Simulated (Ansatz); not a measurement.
**PbO: a single-point run**

Wanted: a converged single-point run for PbO, and a check of what comes out. The structure is shown as the input types it. The cell is built on a prototype (CsCl type) and needn't be the phase found in nature.

Computed with Ansatz 0.2.0 (density functional or hybrid calculation with the settings of its input, plane waves (as first typed), unless a step's input says otherwise).

## 1. Starting point

The structure is cubic, space group Pm-3m (No. 221). The conventional cell has a = 3.179 Å, b = 3.179 Å, c = 3.179 Å, α = 90.00°, β = 90.00°, γ = 90.00°. Pb (site symmetry m-3m) has 8 O at 2.75 Å as nearest neighbours. Around O (site symmetry m-3m) lie 8 Pb at 2.75 Å.

The input asks for a charge of -2 e on the cell.

Structure file:

```cif
data_structure
_symmetry_space_group_name_H-M 'P 1'
_symmetry_Int_Tables_number 1
_cell_length_a 3.1794
_cell_length_b 3.1794
_cell_length_c 3.1794
_cell_angle_alpha 90.000
_cell_angle_beta 90.000
_cell_angle_gamma 90.000
_cell_volume 32.14
loop_
_atom_site_label
_atom_site_type_symbol
_atom_site_fract_x
_atom_site_fract_y
_atom_site_fract_z
_atom_site_occupancy
Pb1 Pb 0.00000 0.00000 0.00000 1
O1 O 0.50000 0.50000 0.50000 1
```

## 2. Input and run

input.yaml reads:

```yaml
crystal:
  lattice:
    - [3.1793716482, 0.0, 0.0]
    - [0.0, 3.1793716482, 0.0]
    - [0.0, 0.0, 3.1793716482]
  atoms:
    - { symbol: Pb, position: [0.0, 0.0, 0.0] }
    - { symbol: O, position: [0.5, 0.5, 0.5] }
kpoints:
  mp_grid: { grid: [6, 6, 6] }
hamiltonian:
  xc: pbesol
scf:
  occupations: { method: fixed }
  n_extra_bands: 4
  max_iter: 59
output:
  forces: true
  stress: true
  eigenvalues: true
total_charge: -2
```

Launch:

```sh
$ ansatz run input.yaml --threads 4 --pin off --max-ram 3686MiB --backend cpu --events-out ev --progress --plain --runs-dir out
```

What happens when this is run?

The program finished normally, with warnings (band overlap at count, metallic iterate, unresolved pair at count). Its log warns: «a fill by count may have filled part of one level: at k-index 0 the highest filled band, 19.526759 eV, and the lowest empty band, 19.526759 eV, stand 0.000e0 eV apart ...»

In the input, total_charge is -2. With this charge the calculation describes a differently charged system.

To check: delete total_charge (the default then holds).
